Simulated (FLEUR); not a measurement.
# Sn3Te (Pm-3m) in FLEUR: a series of runs, part 2 of 2

FLEUR MaX-R8.1 (later development tree). Earlier steps stand in the parts before.

**3. Equation of state, PBE, 27.07 Å³/atom (volume scaled by 0.94)**

Changes to inp.xml since step 2:

```diff
@@ -24,3 +24,3 @@
       <xi:include xmlns:xi="http://www.w3.org/2001/XInclude" href="sym.xml"> </xi:include>
-      <bulkLattice scale="1.0">
+      <bulkLattice scale="0.9795861087">
          <bravaisMatrix>
```

Potentials or basis: all-electron, FLAPW.

The run is started by

```sh
$ inpgen -f crystal.txt -profile fastHighL
$ # inp.xml edited to the form shown
$ fleur_MPI
```

What it wrote:

```text
Welcome to FLEUR        (www.flapw.de)
      MaX-Release 8.1          (www.max-centre.eu)

 ========== k-point set info ==========
 Selected k-point list: default-1
 k-point list type: mesh
 6 x 6 x 6
 Number of k points: 20

 ------------Calculation Setup---------------------------
 Number of MPI-tasks      :            1
 Number of PE/node        :            1
 Number of OMP-threads    :            1
 Most efficient MPI parallelization for:
           1           2           4           5          10          20
 Additional eigenvalue parallelization possible
 Number of basis functions:         1040
 Approximate size of matrices (H+S) per k-point:         0.016 GB
 --------------------------------------------------------
 Iteration:     1   Distance:       4.35799051 me/bohr^3
 Iteration:     2   Distance:       4.08095745 me/bohr^3
 Iteration:     3   Distance:       1.32713720 me/bohr^3
 Iteration:     4   Distance:       0.39745702 me/bohr^3
 Iteration:     5   Distance:       0.26395254 me/bohr^3
 Iteration:     6   Distance:       0.08105616 me/bohr^3
 Iteration:     7   Distance:       0.02151165 me/bohr^3
 Iteration:     8   Distance:       0.01852952 me/bohr^3
 Iteration:     9   Distance:       0.00192815 me/bohr^3
 Iteration:    10   Distance:       0.00088383 me/bohr^3
 Iteration:    11   Distance:       0.00052691 me/bohr^3
 Iteration:    12   Distance:       0.00007212 me/bohr^3
 Iteration:    13   Distance:       0.00001502 me/bohr^3
 Iteration:    14   Distance:       0.00000990 me/bohr^3

 ********************************************************************
 Run finished successfully
 Stop message:
   all done
 ********************************************************************
```

out.xml (last iteration):

```text
<iteration numberForCurrentRun="   14" overallNumber="   14">
         <energyParameters units="Htr">
            <atomicEP atomType="1" spin="1" branch="5s" branchLowest="-5.58" branchHighest="0.34" value="-0.1283349584"/>
            <atomicEP atomType="1" spin="1" branch="5p" branchLowest="-3.74" branchHighest="0.97" value="0.1732453002"/>
            <atomicEP atomType="1" spin="1" branch="5d" branchLowest="-1.06" branchHighest="2.06" value="0.4227452147"/>
            <atomicEP atomType="1" spin="1" branch="4f" branchLowest="-9.99" branchHighest="1.57" value="0.5812442510"/>
            <loAtomicEP atomType="1" spin="1" branch="4p" branchLowest="-29.05" branchHighest="-3.74" value="-3.7512057722"/>
            <loAtomicEP atomType="1" spin="1" branch="4p" branchLowest="-29.05" branchHighest="-3.74" value="-3.7512057722"/>
            <loAtomicEP atomType="1" spin="1" branch="4d" branchLowest="-20.10" branchHighest="-1.06" value="-1.0663150840"/>
            <loAtomicEP atomType="1" spin="1" branch="4d" branchLowest="-20.10" branchHighest="-1.06" value="-1.0663150840"/>
            <loAtomicEP atomType="1" spin="1" branch="5s" branchLowest="-5.58" branchHighest="0.34" value="-0.1283349584"/>
            <loAtomicEP atomType="1" spin="1" branch="4f" branchLowest="-9.99" branchHighest="1.57" value="0.5812440833"/>
            <atomicEP atomType="2" spin="1" branch="5s" branchLowest="-4.46" branchHighest="0.69" value="0.0285184143"/>
            <atomicEP atomType="2" spin="1" branch="5p" branchLowest="-2.83" branchHighest="1.30" value="0.2516296077"/>
            <atomicEP atomType="2" spin="1" branch="4d" branchLowest="-16.92" branchHighest="-0.46" value="-0.4758616205"/>
            <atomicEP atomType="2" spin="1" branch="4f" branchLowest="-9.99" branchHighest="1.82" value="0.6079259552"/>
            <loAtomicEP atomType="2" spin="1" branch="4s" branchLowest="-30.58" branchHighest="-4.46" value="-4.4594008627"/>
            <loAtomicEP atomType="2" spin="1" branch="4p" branchLowest="-25.19" branchHighest="-2.83" value="-2.8425923621"/>
            <loAtomicEP atomType="2" spin="1" branch="4p" branchLowest="-25.19" branchHighest="-2.83" value="-2.8425923621"/>
            <loAtomicEP atomType="2" spin="1" branch="4d" branchLowest="-16.92" branchHighest="-0.46" value="-0.4885783025"/>
            <loAtomicEP atomType="2" spin="1" branch="4f" branchLowest="-9.99" branchHighest="1.82" value="0.6079275482"/>
         </energyParameters>
         <eigenvalues>
            <eigenvaluesAt spin="1" ikpt="1" k_x="0.00000000" k_y="0.00000000" k_z="0.00000000">
[... 121 lines left out ...]
            <isomerShift atomType="2" nucleusRadius="0.0001161" averageDensity="194480.10816"/>
            <electricFieldGradient atomType="1" VXX="0.00000" VYY="0.00000" VZZ="0.00000" asymParam="0.00000">
            </electricFieldGradient>
            <electricFieldGradient atomType="2" VXX="0.56709" VYY="0.56709" VZZ="-1.13418" asymParam="0.00000">
            </electricFieldGradient>
         </moessbauerParams>
         <totalEnergy                                    value="   -25334.0882765382" units="Htr">
            <sumOfEigenvalues                            value="   -15307.9425356826">
               <coreElectrons value="-15184.4040428008"/>
               <valenceElectrons value="-123.5384928818"/>
            </sumOfEigenvalues>
            <densityCoulombPotentialIntegral value="-41133.6142655314"/>
            <densityEffectivePotentialIntegral value="-42010.9784989982"/>
            <chargeDenXCDenIntegral value="-672.2585964606"/>
            <FockExchangeEnergyValence value="0.0000000000"/>
            <FockExchangeEnergyCore value="0.0000000000"/>
            <atomTypeDependentContributions atomType="1">
               <electronNucleiInteractionDifferentMTs value="8240.6266781856"/>
               <MadelungTerm value="-26.0508724835"/>
            </atomTypeDependentContributions>
            <atomTypeDependentContributions atomType="2">
               <electronNucleiInteractionDifferentMTs value="22459.7357160941"/>
               <MadelungTerm value="-71.6452438643"/>
            </atomTypeDependentContributions>
            <tkbTimesEntropy value="0.0009805803"/>
            <freeEnergy value="-25334.0892571185"/>
            <extrapolationTo0K value="-25334.0887668284"/>
         </totalEnergy>
         <densityConvergence units="me/bohr^3">
            <chargeDensity spin="1" distance="0.0000098967"/>
         </densityConvergence>
      </iteration>
```

Wall time 2.9 min (1 thread of Arm Neoverse V1, shared host); peak memory 0.1 GiB.

Results:

```yaml
Free_energy: -689375.6880 eV
Band_gap_on_the_k_mesh: none (metal or under the smearing width)
Valence_electrons_inside_the_program's_atomic_spheres: Te 20.06; Sn 20.16 (radii Te 2.66, Sn 2.66 bohr)
```

**4. Equation of state, PBE, 27.65 Å³/atom (volume scaled by 0.96)**

Changes to inp.xml since step 3:

```diff
@@ -24,3 +24,3 @@
       <xi:include xmlns:xi="http://www.w3.org/2001/XInclude" href="sym.xml"> </xi:include>
-      <bulkLattice scale="0.9795861087">
+      <bulkLattice scale="0.9864848297">
          <bravaisMatrix>
```

The run is started by

```sh
$ inpgen -f crystal.txt -profile fastHighL
$ # inp.xml edited to the form shown
$ fleur_MPI
```

Wall time 3 min (1 thread of Arm Neoverse V1, shared host); peak memory 0.1 GiB.

Results (log left out):

```
Free energy                                           : -689375.7302 eV
Band gap on the k mesh                                : none (metal or under the smearing width)
Valence electrons inside the program's atomic spheres : Te 20.04; Sn 20.15 (radii Te 2.66, Sn 2.66 bohr)
```

**5. Equation of state, PBE, 28.80 Å³/atom**

Changes to inp.xml since step 4:

```diff
@@ -24,3 +24,3 @@
       <xi:include xmlns:xi="http://www.w3.org/2001/XInclude" href="sym.xml"> </xi:include>
-      <bulkLattice scale="0.9864848297">
+      <bulkLattice scale="1.0000000000">
          <bravaisMatrix>
```

The run is started by

```sh
$ inpgen -f crystal.txt -profile fastHighL
$ # inp.xml edited to the form shown
$ fleur_MPI
```

Run time: 3.4 min. Hardware: 1 thread of Arm Neoverse V1, shared host; peak memory 0.11 GiB.

The run converged. Its results:

- Free energy: -689375.7685 eV
- Band gap on the k mesh: none (metal or under the smearing width)
- Valence electrons inside the program's atomic spheres: Te 20.02; Sn 20.12 (radii Te 2.66, Sn 2.66 bohr)

**6. Equation of state, PBE, 29.95 Å³/atom (volume scaled by 1.04)**

Changes to inp.xml since step 5:

```diff
@@ -24,3 +24,3 @@
       <xi:include xmlns:xi="http://www.w3.org/2001/XInclude" href="sym.xml"> </xi:include>
-      <bulkLattice scale="1.0000000000">
+      <bulkLattice scale="1.0131594038">
          <bravaisMatrix>
```

Potentials or basis: all-electron, FLAPW.

The run is started by

```sh
$ inpgen -f crystal.txt -profile fastHighL
$ # inp.xml edited to the form shown
$ fleur_MPI
```

It took 3.7 min on 1 thread of Arm Neoverse V1, shared host; peak memory 0.11 GiB.

Results (log left out):

```yaml
Free_energy: -689375.7547 eV
Band_gap_on_the_k_mesh: none (metal or under the smearing width)
Valence_electrons_inside_the_program's_atomic_spheres: Te 20.00; Sn 20.09 (radii Te 2.66, Sn 2.66 bohr)
```

**7. Equation of state, PBE, 30.53 Å³/atom (volume scaled by 1.06)**

Changes to inp.xml since step 6:

```diff
@@ -24,3 +24,3 @@
       <xi:include xmlns:xi="http://www.w3.org/2001/XInclude" href="sym.xml"> </xi:include>
-      <bulkLattice scale="1.0131594038">
+      <bulkLattice scale="1.0196128224">
          <bravaisMatrix>
```

The run is started by

```sh
$ inpgen -f crystal.txt -profile fastHighL
$ # inp.xml edited to the form shown
$ fleur_MPI
```

It took 3.6 min on 1 thread of Arm Neoverse V1, shared host; peak memory 0.11 GiB.

Results (log left out):

- Free energy: -689375.7312 eV
- Band gap on the k mesh: none (metal or under the smearing width)
- Valence electrons inside the program's atomic spheres: Te 20.00; Sn 20.08 (radii Te 2.66, Sn 2.66 bohr)

**8. Equation of state, PBE**

Potentials or basis: all-electron, FLAPW.

No new run: the results of the series are fitted here.

Results:

| Item | Value |
| --- | --- |
| Equilibrium volume | 29.04 Å³/atom |
| Bulk modulus | 44 GPa |
| Pressure derivative of the bulk modulus | 4.0 (rough: it moves with the points fitted) |

Energy against volume, from the lowest point:
| volume (Å³/atom) | energy (meV/atom) |
| --- | --- |
| 27.070 | 20.14 |
| 27.646 | 9.58 |
| 28.798 | 0.00 |
| 29.949 | 3.45 |
| 30.525 | 9.32 |
